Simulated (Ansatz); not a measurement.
# LaB2Rh3: the cost of one run

All numbers are computed with Ansatz 0.2.0, driven from Python. Level of theory: DFT PBEsol, plane waves, PAW.

### Step 1. Starting point

Symmetry: P6/mmm, No. 191, hexagonal system. The conventional cell has a = 5.483 Å, b = 5.483 Å, c = 3.141 Å, α = 90.00°, β = 90.00°, γ = 120.00°. La (site symmetry 6/mmm) is surrounded by 2 La at 3.14 Å and 12 Rh at 3.16 Å and 6 B at 3.17 Å. B (site symmetry -6m2) has 6 Rh at 2.23 Å and 3 La at 3.17 Å as nearest neighbours. Around Rh (site symmetry mmm) lie 4 B at 2.23 Å.

No structure file is read: the coordinates are typed or built in the script.

### Step 2. The code

Input file pdos_lab2rh3.py:

```python
# -*- coding: utf-8 -*-
'''Which atoms and shells make the states of LaB2Rh3.'''

import warnings

import ansatz as az
import matplotlib.pyplot as plt
import numpy as np

cell = (
    az.Lattice.from_parameters(5.483, 5.483, 3.141, alpha=90, beta=90, gamma=120)
    .space_group(191)
    .atom('La', (0.0, 0.0, 0.0))
    .atom('B', (1 / 3, 2 / 3, 0.0))
    .atom('Rh', (0.5, 0.0, 0.5))
)

model = (
    cell.calculation()
    .functional(az.Functional.PBESOL)
    .basis(420)
    .kpoints(6, 6, 10)
    .occupations('fermi_dirac', width=0.05)
    .scf(extra_bands=18)
    .density_of_states(projected=True, energy_step=0.1)
)
with warnings.catch_warnings(record=True) as caught:
    warnings.simplefilter('always')
    outcome = model.run(threads=1)
print('warnings raised:', sorted(w.category.__name__ for w in caught) or 'none')
r = outcome.report

dos = outcome.density_of_states()
energy = np.asarray(dos.energies_ev) - dos.fermi_ev
curves = {}
for site in outcome.projected_density_of_states().sites:
    for shell in site.shells:
        weight = sum(np.sum(curve.g_bin_mean_per_ev, axis=0) for curve in shell.curves)
        name = f'{site.species} {shell.label}'
        curves[name] = curves.get(name, 0) + weight

window = (energy > -6) & (energy < 6)
fig, ax = plt.subplots(figsize=(5.5, 3.5))
for name, g in curves.items():
    if g[window].max() > 0.05:
        ax.plot(energy[window], g[window], label=name, lw=1)
        print(f'{name:8s} peak {g[window].max():7.3f} states/eV at {energy[window][g[window].argmax()]:6.2f} eV')
ax.set(xlabel='E - E_F (eV)', ylabel='states/eV')
ax.legend(fontsize=7)
fig.tight_layout()
fig.savefig('pdos.png', dpi=100)
```

### Step 3. The input behind the calls

The engine receives this input:

```yaml
crystal:
  lattice:
    a: 5.483
    b: 5.483
    c: 3.141
    alpha: 90.0
    beta: 90.0
    gamma: 120.0
  space_group: 191
  atoms:
    - { symbol: La, position: [0.0, 0.0, 0.0] }
    - { symbol: B, position: [0.3333333333333333, 0.6666666666666666, 0.0] }
    - { symbol: Rh, position: [0.5, 0.0, 0.5] }
basis:
  ecutwfc: 420.0
kpoints:
  mp_grid:
    grid: [6, 6, 10]
hamiltonian:
  xc: pbesol
scf:
  n_extra_bands: 18
  occupations:
    method: fermi_dirac
    width: 0.05
output:
  dos:
    de: 0.1
    projected: true
```

### Step 4. The run

Run with:

```bash
$ python pdos_lab2rh3.py
```

What time and memory should one allow on 1 thread of Arm Neoverse V1, shared host?

About 13 s, with a peak of 0.53 GiB.
